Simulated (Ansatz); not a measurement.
**C4H12ClNSi: molecular dynamics**

The plan is to follow the molecule's vibrations and see whether its bonds hold. The start is relaxed first. Runs: 500 steps of 0.5 fs under a Langevin thermostat at 300 K. SMILES of the start: CN(C)[Si](C)(C)Cl.

Program: Ansatz 0.2.0. Level of theory: RKS r2SCAN-D4/STO-3G. These are calculated values, not measurements.

### 1 Starting point

Bond lengths (14 of 18 bonds, heavy atoms first): Si1–Cl2 2.130 Å, Si1–C3 1.870 Å, Si1–C7 1.869 Å, Si1–N11 1.819 Å, N11–C12 1.470 Å, N11–C16 1.470 Å, C3–H4 1.110 Å, C3–H5 1.110 Å, C3–H6 1.110 Å, C7–H8 1.110 Å, C7–H9 1.110 Å, C7–H10 1.110 Å, C12–H13 1.110 Å, C12–H14 1.110 Å. Angles (14 of 33 angles, heavy atoms first): Cl2–Si1–C3 109.4°, Cl2–Si1–C7 109.5°, Cl2–Si1–N11 109.5°, C3–Si1–C7 109.5°, C3–Si1–N11 109.5°, C7–Si1–N11 109.5°, Si1–N11–C12 120.0°, Si1–N11–C16 120.0°, C12–N11–C16 120.0°, Si1–C3–H4 109.5°, Si1–C3–H5 109.5°, Si1–C3–H6 109.5°, Si1–C7–H8 109.5°, Si1–C7–H9 109.5°.

Structure file:

```xyz
19

Si    0.0000    0.0000    0.0000
Cl    0.0000    0.0000    2.1300
C     1.7634    0.0000   -0.6227
H     2.1111   -1.0463   -0.7509
H     1.8119    0.5276   -1.5981
H     2.4154    0.5187    0.1108
C    -0.8808    1.5259   -0.6227
H    -1.9334    1.2723   -0.8671
H    -0.8624    2.3106    0.1622
H    -0.3704    1.9025   -1.5336
N    -0.8572   -1.4851   -0.6061
C    -1.5991   -2.3398    0.3320
H    -1.2218   -2.1735    1.3626
H    -2.6791   -2.0872    0.2887
H    -1.4574   -3.4051    0.0541
C    -0.8082   -1.8308   -2.0340
H    -1.6103   -1.2865   -2.5747
H     0.1794   -1.5432   -2.4511
H    -0.9565   -2.9241   -2.1559
```

### 2 Relaxing the start

Contents of input.yaml:

```yaml
crystal:
  periodic: [false, false, false]
  atoms:
    - { symbol: Si, position_ang: [0.0, 0.0, 0.0] }
    - { symbol: Cl, position_ang: [0.0, 0.0, 2.13] }
    - { symbol: C, position_ang: [1.7634, 0.0, -0.6227] }
    - { symbol: H, position_ang: [2.1111, -1.0463, -0.7509] }
    - { symbol: H, position_ang: [1.8119, 0.5276, -1.5981] }
    - { symbol: H, position_ang: [2.4154, 0.5187, 0.1108] }
    - { symbol: C, position_ang: [-0.8808, 1.5259, -0.6227] }
    - { symbol: H, position_ang: [-1.9334, 1.2723, -0.8671] }
    - { symbol: H, position_ang: [-0.8624, 2.3106, 0.1622] }
    - { symbol: H, position_ang: [-0.3704, 1.9025, -1.5336] }
    - { symbol: "N", position_ang: [-0.8572, -1.4851, -0.6061] }
    - { symbol: C, position_ang: [-1.5991, -2.3398, 0.332] }
    - { symbol: H, position_ang: [-1.2218, -2.1735, 1.3626] }
    - { symbol: H, position_ang: [-2.6791, -2.0872, 0.2887] }
    - { symbol: H, position_ang: [-1.4574, -3.4051, 0.0541] }
    - { symbol: C, position_ang: [-0.8082, -1.8308, -2.034] }
    - { symbol: H, position_ang: [-1.6103, -1.2865, -2.5747] }
    - { symbol: H, position_ang: [0.1794, -1.5432, -2.4511] }
    - { symbol: H, position_ang: [-0.9565, -2.9241, -2.1559] }
basis:
  gaussian: { orbitals: STO-3G }
hamiltonian:
  xc: r2scan
  dispersion: d4
relax:
  f_tol: 0.02
  max_steps: 40
```

Run with:

```bash
ansatz run input.yaml --threads 2 --pin off --max-ram 3072MiB --backend cpu --events-out ev --progress --plain --runs-dir out
```

Log, cut to the lines that bear on the results:

```text
Warning: RAYON_NUM_THREADS=2 ignored (pool sized by the plan → 2); use --threads N
[...]
Functional definition: r2SCAN
[...]
790 factors; integrals over basis functions are off by at most 1.3e-5 eV
[...]
mean field -25934.42528743 eV, -953.0725503284 hartree, gradient 1.9e-5 eV, S^2 0.000000; 0 other end points of the search recorded, 0 dependent functions left out
[...]
reference -25934.42529541 eV, -953.0725506214 hartree; 37, 37 occupied and 18, 18 virtual orbitals, 790 factors
relax step   1: F+E_penalty+E_count = -25934.56425200 eV  Δ(F+E_penalty+E_count) = +0.000e0 eV  max|allowed force component| = 1.902e0 eV/Å  Δτ_max = 0.0000 Å  (22 SCF iters, accepted)
[...]
relax step   3: F+E_penalty+E_count = -25934.89157262 eV  Δ(F+E_penalty+E_count) = -8.058e-2 eV  max|allowed force component| = 2.309e-1 eV/Å  Δτ_max = 0.1108 Å  (23 SCF iters, accepted)
[...]
relax step   5: F+E_penalty+E_count = -25934.98413160 eV  Δ(F+E_penalty+E_count) = -3.650e-2 eV  max|allowed force component| = 7.633e-1 eV/Å  Δτ_max = 0.1670 Å  (23 SCF iters, accepted)
[...]
relax step   7: F+E_penalty+E_count = -25935.04224404 eV  Δ(F+E_penalty+E_count) = -2.415e-2 eV  max|allowed force component| = 1.551e-1 eV/Å  Δτ_max = 0.1628 Å  (24 SCF iters, accepted)
[...]
relax step   9: F+E_penalty+E_count = -25935.05992341 eV  Δ(F+E_penalty+E_count) = -5.599e-3 eV  max|allowed force component| = 8.386e-2 eV/Å  Δτ_max = 0.0686 Å  (24 SCF iters, accepted)
[...]
relax step  10: F+E_penalty+E_count = -25935.06357472 eV  Δ(F+E_penalty+E_count) = -3.651e-3 eV  max|allowed force component| = 5.655e-2 eV/Å  Δτ_max = 0.0750 Å  (23 SCF iters, accepted)
[...]
relax step  11: F+E_penalty+E_count = -25935.06480127 eV  Δ(F+E_penalty+E_count) = -1.227e-3 eV  max|allowed force component| = 2.656e-1 eV/Å  Δτ_max = 0.1698 Å  (23 SCF iters, accepted)
[...]
791 factors; integrals over basis functions are off by at most 2.8e-5 eV
```

### 3 More of the same log: start relaxed

Output, continued, cut to the lines that bear on the results:

```text
mean field -25934.92707971 eV, -953.0909908545 hartree, gradient 1.8e-5 eV, S^2 0.000000; 0 other end points of the search recorded, 0 dependent functions left out
[...]
reference -25934.92708754 eV, -953.0909911420 hartree; 37, 37 occupied and 18, 18 virtual orbitals, 791 factors
relax step  12: F+E_penalty+E_count = -25935.06762213 eV  Δ(F+E_penalty+E_count) = -2.821e-3 eV  max|allowed force component| = 7.399e-2 eV/Å  Δτ_max = 0.0190 Å  (25 SCF iters, accepted)
[...]
relax step  18: F+E_penalty+E_count = -25935.07023507 eV  Δ(F+E_penalty+E_count) = -9.220e-5 eV  max|allowed force component| = 1.598e-2 eV/Å  Δτ_max = 0.0224 Å  (24 SCF iters, accepted)
[...]
relax step  19: F+E_penalty+E_count = -25935.07031575 eV  Δ(F+E_penalty+E_count) = -8.068e-5 eV  max|allowed force component| = 8.180e-3 eV/Å  Δτ_max = 0.0307 Å  (24 SCF iters, accepted)
[...]
Atom 9 at    -1.338993     1.433561    -1.237029 Å, force     0.000330    -0.000256    -0.002281 eV/Å
Atom 10 at    -0.542950    -1.695561    -0.459399 Å, force    -0.000871     0.008180    -0.006847 eV/Å
Atom 11 at    -1.929729    -1.961393     0.025196 Å, force    -0.001281    -0.001361     0.002996 eV/Å
Atom 12 at    -1.995150    -1.694536     1.093925 Å, force     0.000200    -0.001133    -0.005109 eV/Å
Atom 13 at    -2.712571    -1.398251    -0.528007 Å, force     0.003235    -0.002586     0.002181 eV/Å
Atom 14 at    -2.154096    -3.037943    -0.079505 Å, force    -0.000970     0.001564     0.000079 eV/Å
Atom 15 at    -0.392200    -2.105772    -1.885650 Å, force     0.000497     0.002355     0.002491 eV/Å
Atom 16 at    -1.046948    -1.543228    -2.587557 Å, force     0.003699    -0.005326     0.004307 eV/Å
Atom 17 at     0.654351    -1.969991    -2.203980 Å, force    -0.005427     0.001101     0.002727 eV/Å
Atom 18 at    -0.646813    -3.176697    -1.982142 Å, force    -0.000922     0.001946    -0.001151 eV/Å
Dipole moment:    -0.194165     0.149588    -0.736984 e Å
```

Run time: 1.7 min. Hardware: 2 threads of Arm Neoverse V1, shared host; peak memory 0.2 GiB.

Step by step:

| step | energy from step 1 (eV) | largest force component (eV/Å) |
| --- | --- | --- |
| 1 | 0.0000 | 1.9017 |
| 2 | -0.2467 | 0.8376 |
| 3 | -0.3273 | 0.2309 |
| 4 | -0.3834 | 0.7700 |
| 5 | -0.4199 | 0.7633 |
| 6 | -0.4538 | 0.4110 |
| 7 | -0.4780 | 0.1551 |
| 8 | -0.4901 | 0.1350 |
| 9 | -0.4957 | 0.0839 |
| 10 | -0.4993 | 0.0566 |
| 11 | -0.5005 | 0.2656 |
| 12 | -0.5034 | 0.0740 |
| 13 | -0.5042 | 0.0303 |
| 14 | -0.5052 | 0.0374 |
| 15 | -0.5055 | 0.0690 |
| 16 | -0.5058 | 0.0289 |
| 17 | -0.5059 | 0.0173 |
| 18 | -0.5060 | 0.0160 |
| 19 | -0.5061 | 0.0082 |

Step 1 is the start.

After: Bond lengths (14 of 18 bonds, heavy atoms first): Si1–Cl2 2.121 Å, Si1–C3 1.868 Å, Si1–C7 1.876 Å, Si1–N11 1.759 Å, N11–C12 1.493 Å, N11–C16 1.492 Å, C3–H4 1.095 Å, C3–H5 1.096 Å, C3–H6 1.096 Å, C7–H8 1.095 Å, C7–H9 1.095 Å, C7–H10 1.096 Å, C12–H13 1.103 Å, C12–H14 1.112 Å. Angles (14 of 33 angles, heavy atoms first): Cl2–Si1–C3 108.8°, Cl2–Si1–C7 105.1°, Cl2–Si1–N11 105.1°, C3–Si1–C7 112.2°, C3–Si1–N11 110.2°, C7–Si1–N11 114.9°, Si1–N11–C12 115.3°, Si1–N11–C16 117.2°, C12–N11–C16 110.8°, Si1–C3–H4 111.2°, Si1–C3–H5 111.1°, Si1–C3–H6 110.3°, Si1–C7–H8 111.4°, Si1–C7–H9 110.7°.

### 4 Dynamics

500 steps of 0.5 fs under a Langevin thermostat at 300 K, from the relaxed start.

Contents of input.yaml:

```yaml
crystal:
  periodic: [false, false, false]
  atoms:
    - { symbol: Si, position_ang: [0.130143, -0.138226, 0.004929] }
    - { symbol: Cl, position_ang: [0.480982, -0.289739, 2.091304] }
    - { symbol: C, position_ang: [1.761218, 0.142668, -0.861433] }
    - { symbol: H, position_ang: [2.400601, -0.744303, -0.800397] }
    - { symbol: H, position_ang: [1.608476, 0.385541, -1.919257] }
    - { symbol: H, position_ang: [2.298449, 0.978145, -0.399388] }
    - { symbol: C, position_ang: [-1.036949, 1.317695, -0.189519] }
    - { symbol: H, position_ang: [-1.941453, 1.1871, 0.413415] }
    - { symbol: H, position_ang: [-0.551769, 2.246931, 0.127994] }
    - { symbol: H, position_ang: [-1.338993, 1.433561, -1.237029] }
    - { symbol: "N", position_ang: [-0.54295, -1.695561, -0.459399] }
    - { symbol: C, position_ang: [-1.929729, -1.961393, 0.025196] }
    - { symbol: H, position_ang: [-1.99515, -1.694536, 1.093925] }
    - { symbol: H, position_ang: [-2.712571, -1.398251, -0.528007] }
    - { symbol: H, position_ang: [-2.154096, -3.037943, -0.079505] }
    - { symbol: C, position_ang: [-0.3922, -2.105772, -1.88565] }
    - { symbol: H, position_ang: [-1.046948, -1.543228, -2.587557] }
    - { symbol: H, position_ang: [0.654351, -1.969991, -2.20398] }
    - { symbol: H, position_ang: [-0.646813, -3.176697, -1.982142] }
basis:
  gaussian: { orbitals: STO-3G }
hamiltonian:
  xc: r2scan
  dispersion: d4
md:
  timestep: 0.5
  n_steps: 500
  ensemble: nvt_langevin
  temperature: 300.0
  initial_velocities: maxwell_boltzmann
  seed: 148326
  friction: 0.001
```

Run with:

```bash
ansatz run input.yaml --threads 2 --pin off --max-ram 3072MiB --backend cpu --events-out ev --progress --plain --runs-dir out
```

Log, cut to the lines that bear on the results:

```text
Warning: RAYON_NUM_THREADS=2 ignored (pool sized by the plan → 2); use --threads N
[...]
[... 1 set-up line as earlier in the session ...]
[...]
794 factors; integrals over basis functions are off by at most 1.4e-5 eV
[...]
mean field -25934.92996865 eV, -953.0910970210 hartree, gradient 2.0e-5 eV, S^2 0.000000; 0 other end points of the search recorded, 0 dependent functions left out
[...]
reference -25934.92997655 eV, -953.0910973115 hartree; 37, 37 occupied and 18, 18 virtual orbitals, 794 factors
md step     0: t =     0.00 fs  T =   284.2 K  F+E_penalty+E_count = -25935.07029110 eV  E_kin = 0.698004 eV  (22 SCF iters)
[...]
md step    24: t =    12.00 fs  T =   144.0 K  F+E_penalty+E_count = -25934.71499054 eV  E_kin = 0.353563 eV  (24 SCF iters)
[...]
md step    48: t =    24.00 fs  T =   160.1 K  F+E_penalty+E_count = -25934.77793606 eV  E_kin = 0.393168 eV  (25 SCF iters)
[...]
md step    72: t =    36.00 fs  T =   111.5 K  F+E_penalty+E_count = -25934.61521029 eV  E_kin = 0.273870 eV  (25 SCF iters)
[...]
md step    96: t =    48.00 fs  T =   165.5 K  F+E_penalty+E_count = -25934.74754016 eV  E_kin = 0.406472 eV  (24 SCF iters)
md step    97: t =    48.50 fs  T =   155.9 K  F+E_penalty+E_count = -25934.72309056 eV  E_kin = 0.382835 eV  (25 SCF iters)
md step    98: t =    49.00 fs  T =   140.3 K  F+E_penalty+E_count = -25934.68361291 eV  E_kin = 0.344556 eV  (25 SCF iters)
```

### 5 More of the same log: dynamics from the start

The log, continued, cut to the lines that bear on the results:

```text
md step    99: t =    49.50 fs  T =   124.9 K  F+E_penalty+E_count = -25934.64087003 eV  E_kin = 0.306630 eV  (25 SCF iters)
[...]
md step   132: t =    66.00 fs  T =   198.8 K  F+E_penalty+E_count = -25934.80108313 eV  E_kin = 0.488164 eV  (25 SCF iters)
[...]
md step   165: t =    82.50 fs  T =   162.4 K  F+E_penalty+E_count = -25934.68454546 eV  E_kin = 0.398902 eV  (24 SCF iters)
[...]
md step   198: t =    99.00 fs  T =   179.6 K  F+E_penalty+E_count = -25934.73665321 eV  E_kin = 0.441072 eV  (23 SCF iters)
[...]
md step   231: t =   115.50 fs  T =   159.9 K  F+E_penalty+E_count = -25934.60895889 eV  E_kin = 0.392607 eV  (23 SCF iters)
md step   232: t =   116.00 fs  T =   138.5 K  F+E_penalty+E_count = -25934.55927822 eV  E_kin = 0.340036 eV  (26 SCF iters)
```

### 6 More of the same log: dynamics from the start

Output, continued, cut to the lines that bear on the results:

```text
md step   233: t =   116.50 fs  T =   124.8 K  F+E_penalty+E_count = -25934.52424892 eV  E_kin = 0.306408 eV  (25 SCF iters)
[...]
md step   257: t =   128.50 fs  T =   210.6 K  F+E_penalty+E_count = -25934.73189126 eV  E_kin = 0.517315 eV  (25 SCF iters)
[...]
md step   281: t =   140.50 fs  T =   195.5 K  F+E_penalty+E_count = -25934.69403049 eV  E_kin = 0.480197 eV  (24 SCF iters)
[...]
md step   305: t =   152.50 fs  T =   219.8 K  F+E_penalty+E_count = -25934.72692971 eV  E_kin = 0.539699 eV  (25 SCF iters)
[...]
md step   498: t =   249.00 fs  T =   156.9 K  F+E_penalty+E_count = -25934.51013093 eV  E_kin = 0.385309 eV  (22 SCF iters)
md step   499: t =   249.50 fs  T =   167.6 K  F+E_penalty+E_count = -25934.53347928 eV  E_kin = 0.411515 eV  (24 SCF iters)
[...]
Atom 9 at    -1.139492     1.632548    -0.615910 Å, force    -0.851780     0.683488    -0.552956 eV/Å
Atom 10 at    -0.866030    -1.581504    -0.562101 Å, force     0.671939     0.116164    -1.808077 eV/Å
Atom 11 at    -2.215493    -1.545964     0.043208 Å, force     0.601376    -1.109198     0.950044 eV/Å
Atom 12 at    -2.086498    -1.541808     1.143861 Å, force    -0.149956     0.087992    -0.156971 eV/Å
Atom 13 at    -2.894745    -0.751106    -0.232095 Å, force    -0.417024     1.173513    -0.485380 eV/Å
Atom 14 at    -2.703787    -2.477940    -0.231376 Å, force    -0.471671    -0.615308    -0.012374 eV/Å
Atom 15 at    -0.941926    -1.858821    -2.079451 Å, force     0.167906     0.741560     0.535394 eV/Å
Atom 16 at    -1.529316    -1.076450    -2.629642 Å, force     0.147005    -0.311004     0.256445 eV/Å
Atom 17 at     0.074094    -1.883778    -2.545272 Å, force    -0.439564    -0.042035     0.549658 eV/Å
Atom 18 at    -1.429278    -2.835389    -2.272255 Å, force     0.036635     0.113691     0.272597 eV/Å
Dipole moment:    -0.281524     0.262178    -0.721904 e Å
```

It took 43 min on 2 threads of Arm Neoverse V1, shared host; peak memory 0.16 GiB.

### 7 Frames and traces

The trajectory, every 36 steps (energies from step 0):

| time (fs) | T (K) | potential energy change (meV/atom) |
| --- | --- | --- |
| 0.0 | 284 | 0.0 |
| 18.0 | 130 | 19.1 |
| 36.0 | 112 | 24.0 |
| 54.0 | 161 | 17.7 |
| 72.0 | 204 | 15.9 |
| 90.0 | 180 | 18.1 |
| 108.0 | 168 | 21.7 |
| 126.0 | 195 | 20.4 |
| 144.0 | 211 | 18.8 |
| 162.0 | 143 | 27.2 |
| 180.0 | 219 | 18.8 |
| 198.0 | 223 | 19.3 |
| 216.0 | 163 | 25.7 |
| 234.0 | 166 | 27.3 |
| 250.0 | 184 | 25.8 |

time (fs), T (K) and a bar:
```
      0.0        284 ##############################
     11.0        173 ###########
     21.5        112 
     32.5        157 ########
     43.5        211 #################
     54.5        153 #######
     65.0        146 ######
     76.0        183 ############
     87.0        206 ################
     98.0        159 ########
    108.5        189 #############
    119.5        184 #############
    130.5        162 #########
    141.5        214 ##################
    152.0        196 ###############
    163.0        145 ######
    174.0        176 ###########
    185.0        203 ################
    195.5        242 #######################
    206.5        171 ##########
    217.5        178 ###########
    228.5        163 #########
    239.0        175 ###########
    250.0        184 #############
```

Maxima of the velocity power spectrum (cm⁻¹, relative height; resolution about 270 cm⁻¹): 270 (40), 970 (54), 1170 (81), 1530 (68), 3500 (100).

### 8 Snapshots as a file

Positions (Å) and forces (eV/Å):

```xyz
19
time_fs=50.0 T=114 dE=0.4570
Si    0.138   -0.170    0.008   -0.281    1.366    0.461
Cl    0.562   -0.429    2.094   -0.123    0.104   -0.395
C     1.747    0.043   -0.926   -1.495    0.935    0.458
H     2.351   -0.815   -0.742    0.923   -1.001   -0.151
H     1.451    0.123   -1.978    0.690    0.174   -0.072
H     2.267    0.939   -0.558   -0.043   -0.117   -0.427
C    -0.985    1.411   -0.091    3.226   -0.489    2.733
H    -1.848    1.242    0.535   -0.660    0.191    0.219
H    -0.355    2.258    0.354   -1.265   -1.115   -0.819
H    -1.248    1.623   -1.085   -0.612    0.524   -1.856
N    -0.635   -1.642   -0.480    0.109   -0.652   -0.725
C    -1.989   -1.874    0.070   -1.360   -1.508   -0.830
H    -1.975   -1.605    1.116    0.003    0.381    1.029
H    -2.899   -1.355   -0.404    1.377   -0.363    0.157
H    -2.202   -2.989    0.041    0.072    1.055   -0.114
C    -0.537   -2.037   -1.931   -0.483    1.093    0.180
H    -1.192   -1.371   -2.505   -0.264    0.271   -0.647
H     0.474   -1.927   -2.357    0.137   -0.150    0.425
H    -0.914   -3.041   -2.130    0.049   -0.698    0.373
19
time_fs=100.0 T=201 dE=0.2855
Si    0.167   -0.232   -0.002    0.289    0.340    0.004
Cl    0.608   -0.572    2.060    0.016   -0.062   -0.229
C     1.813    0.058   -0.924   -0.635    0.251   -0.319
H     2.565   -0.742   -0.948   -0.292   -0.043    0.498
H     1.684    0.369   -1.974   -0.429   -0.164    0.149
H     2.221    0.944   -0.433    0.494   -0.037    0.195
C    -0.815    1.403    0.053    0.152   -0.405   -0.277
H    -1.740    1.279    0.635    0.207    0.077    0.001
H    -0.213    2.219    0.497   -0.272   -0.380   -0.206
H    -1.107    1.683   -0.973    0.107    0.104    0.244
N    -0.748   -1.651   -0.509    1.230    0.078   -0.473
C    -2.113   -1.807   -0.021   -1.726   -0.259   -0.195
H    -2.110   -1.591    1.059   -0.322    0.023    0.136
H    -2.889   -1.127   -0.555    1.004   -1.002    0.780
H    -2.408   -2.891   -0.181   -0.030    1.118    0.215
C    -0.715   -2.021   -1.948    0.393    0.879   -0.410
H    -1.411   -1.356   -2.508    0.069   -0.350   -0.338
H     0.302   -1.881   -2.358   -0.072   -0.011    0.055
H    -1.006   -3.069   -2.114   -0.182   -0.158    0.169
19
time_fs=150.0 T=117 dE=0.5889
Si    0.169   -0.242    0.013    0.444    1.602    0.576
Cl    0.718   -0.728    2.016   -0.106    0.094   -0.131
C     1.737   -0.133   -0.991    1.210   -2.311   -0.194
H     2.081   -1.192   -1.171   -0.755    0.778   -0.051
H     1.651    0.312   -1.965   -0.540    0.447   -0.792
H     2.659    0.260   -0.581   -0.108    0.949    1.008
C    -0.836    1.367    0.122   -1.607    0.363   -1.428
H    -1.726    1.410    0.796    0.658   -0.726   -0.470
H    -0.195    2.128    0.497    1.078    1.106    0.502
H    -1.199    1.768   -0.895    0.684   -1.054    1.476
N    -0.728   -1.563   -0.580   -0.786   -0.702   -0.021
C    -2.097   -1.688    0.012   -0.489    1.919    0.576
H    -2.062   -1.516    1.145    0.096   -0.200   -1.560
H    -2.784   -0.905   -0.451    0.363   -0.723    0.660
H    -2.561   -2.655   -0.171    0.057   -0.763   -0.209
C    -0.663   -1.914   -2.017   -0.823   -0.979   -0.206
H    -1.245   -1.295   -2.763    0.332    0.052    0.781
H     0.387   -1.961   -2.336    0.101    0.047   -0.117
H    -1.091   -2.937   -2.074    0.192    0.099   -0.400
19
time_fs=200.0 T=231 dE=0.3622
Si    0.244   -0.256    0.007    0.206   -1.196   -0.685
Cl    0.780   -0.811    1.956    0.198   -0.134    0.521
C     1.786   -0.129   -1.058   -0.790    1.235   -0.100
H     2.272   -1.069   -1.315    0.260   -0.131    0.390
H     1.490    0.354   -2.008    0.182   -0.107    0.243
H     2.443    0.590   -0.526    0.198   -0.673   -0.442
C    -0.649    1.339    0.190   -0.840    0.937   -0.255
H    -1.340    1.228    1.050    0.328    0.488   -0.326
H     0.010    2.225    0.317   -0.447   -0.596    0.126
H    -1.274    1.502   -0.718    0.347    0.048    0.556
N    -0.804   -1.555   -0.560    0.412   -0.081   -0.702
C    -2.183   -1.669   -0.051    0.006    2.897    2.293
H    -2.230   -1.300    1.041    0.117   -0.821   -1.562
H    -2.836   -0.984   -0.626   -0.526   -0.131   -0.018
H    -2.579   -2.667   -0.108   -0.265   -1.234   -0.146
C    -0.847   -1.847   -2.026    0.736   -0.522    0.167
H    -1.387   -1.119   -2.701    0.406   -0.237    0.631
H     0.196   -2.013   -2.366   -0.299    0.344   -0.291
H    -1.349   -2.824   -2.102   -0.231   -0.085   -0.402
19
time_fs=250.0 T=184 dE=0.4909
Si    0.226   -0.294   -0.040   -1.133    0.273    1.166
Cl    0.871   -0.858    1.914   -0.036   -0.069   -0.170
C     1.685   -0.130   -1.103   -0.690    1.187   -1.103
H     2.169   -1.058   -0.997    1.427   -1.594   -0.612
H     1.335    0.059   -2.156    0.957   -0.118    1.031
H     2.345    0.658   -0.713   -0.157   -0.065   -0.456
C    -0.501    1.413    0.214    2.187    0.229    1.185
H    -0.997    1.474    1.191   -0.350    0.200   -0.380
H     0.385    2.133    0.245   -1.500   -0.882   -0.208
H    -1.139    1.633   -0.616   -0.852    0.683   -0.553
N    -0.866   -1.581   -0.562    0.672    0.116   -1.808
C    -2.216   -1.546    0.043    0.601   -1.109    0.950
H    -2.087   -1.542    1.144   -0.150    0.088   -0.157
H    -2.895   -0.751   -0.232   -0.417    1.173   -0.485
H    -2.704   -2.478   -0.231   -0.472   -0.615   -0.012
C    -0.942   -1.859   -2.079    0.168    0.742    0.535
H    -1.529   -1.076   -2.630    0.147   -0.311    0.256
H     0.074   -1.884   -2.545   -0.440   -0.042    0.550
H    -1.429   -2.835   -2.272    0.037    0.114    0.273
```

### 9 Summary of results

```
                        quantity                          value
         relaxation of the start       18 moves, 0.506 eV lower
                          length            500 steps of 0.5 fs
temperature, first and last step                  284 and 184 K
        temperature, second half  mean 187 K, from 115 to 244 K
   potential energy, second half    +23 meV/atom from the start
          bonds formed or broken                              0
```

What this shows: Against a set 300 K the second half averages 187 K with a spread of 28 K; 23 meV/atom has gone into potential energy, and a thermostat that acts over some 1000 fs has not made it up in 250 fs. The bonds all hold. Averages from a run of 250 fs with 19 atoms are rough. The nuclei move classically, without zero-point motion, which matters most for hydrogen. In so small a basis the energies are only a sketch.
